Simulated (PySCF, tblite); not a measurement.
**C9H10P+: geometry, infrared bands and NMR shifts**

What infrared bands and NMR shifts should C9H10P+ (`C[P@H+]1C=Cc2ccccc21`) show?

Programs: tblite 0.8.0 and PySCF 2.14.0, with density-fitted response routines of our own. Each step states its level of theory. These are calculated values for one molecule in the gas phase, unless marked as measured. Atoms are numbered from 0 throughout.

### 1 The molecule as given

20 atoms, charge 1, multiplicity 1; geometry from: force field or distance geometry start.

Bonds of the start (Å): C0–P1 1.80, P1–C2 1.79, C2–C3 1.32, C3–C4 1.42, C4–C5 1.42, C5–C6 1.37, C6–C7 1.37, C7–C8 1.38, C8–C9 1.37, C9–P1 1.79, C9–C4 1.36, C0–H10 1.09, C0–H11 1.12, C0–H12 1.12, P1–H13 1.38, C2–H14 1.08, C3–H15 1.10, C5–H16 1.06, C6–H17 1.09, C7–H18 1.07, C8–H19 1.08.

### 2 Geometry optimisation with GFN2-xTB

What the job is given:

```
{"job": {"kind": "relax", "xc": "GFN2-xTB", "basis": "xTB"}, "charge": 1, "multiplicity": 1}
C      2.492100    -1.046000    -0.373700
P      1.450300    -0.330500     0.907200
C      1.572100     1.450400     0.814000
C      0.439000     1.938900     0.342400
C     -0.565200     0.977100     0.060500
C     -1.868900     1.185500    -0.453300
C     -2.688900     0.106700    -0.674900
C     -2.315000    -1.189800    -0.422500
C     -1.046200    -1.408200     0.067200
C     -0.234100    -0.323500     0.289300
H      2.912000    -1.992500    -0.041400
H      1.862600    -1.217400    -1.281800
H      3.259300    -0.295200    -0.686900
H      1.594300    -0.854300     2.171500
H      2.440500     2.031100     1.095900
H      0.302100     3.028000     0.222800
H     -2.245200     2.157100    -0.669900
H     -3.694300     0.257400    -1.059900
H     -2.945200    -2.043800    -0.584400
H     -0.726600    -2.420300     0.275200
```

Command:

```console
$ OMP_NUM_THREADS=1 python probes_run.py task.json out
```

One launch serves the whole session: the jobs run in the order shown.

**Question.** This job is followed by: GFN2-xTB harmonic vibrations, gas phase; GIAO PBE0/pcSseg-1 NMR shielding, non-relativistic, gas phase. What will the session give for the following? strongest single infrared mode (GFN2-xTB); zero-point energy (GFN2-xTB); ¹³C shifts against TMS (PBE0/pcSseg-1); ¹H shifts against TMS (PBE0/pcSseg-1, means over atoms taken as alike); ³¹P shifts against H3PO4 (PBE0/pcSseg-1).

**Answer**, as computed:

```
                                                              quantity                                                            value
                             strongest single infrared mode (GFN2-xTB)                                              933 cm⁻¹, 90 km/mol
                                          zero-point energy (GFN2-xTB)                                                    97.5 kcal/mol
                                ¹³C shifts against TMS (PBE0/pcSseg-1)  170.0, 150.4, 146.6, 141.1, 139.2, 137.5, 122.5, 112.8, 7.3 ppm
¹H shifts against TMS (PBE0/pcSseg-1, means over atoms taken as alike)               8.57, 8.40, 8.39, 8.35, 8.28, 6.71, 6.36, 2.44 ppm
                              ³¹P shifts against H3PO4 (PBE0/pcSseg-1)                                                        -13.7 ppm
```

In words: Over 94 steps the energy fell by 0.415 eV; of the close pairs, C4–C9 changed most, 1.361 to 1.414 Å. No mode is imaginary among the 54: a minimum at this level. The strongest single mode, at 933 cm⁻¹, is carried by H13, H11, C0, H10. GFN2-xTB is a fitted tight-binding method: band positions and strengths are rough. Its intensities can rank the bands wrongly. NICS(1)zz of -25 ppm above the planar ring from C4 marks a diatropic (aromatic) ring current. By nearest atom (PBE0/pcSseg-1), the HOMO sits on C2, C4, C7 about 19 % each; C5, C8, C9 about 7 % each and the LUMO on C3 18 %; C2 14 %.
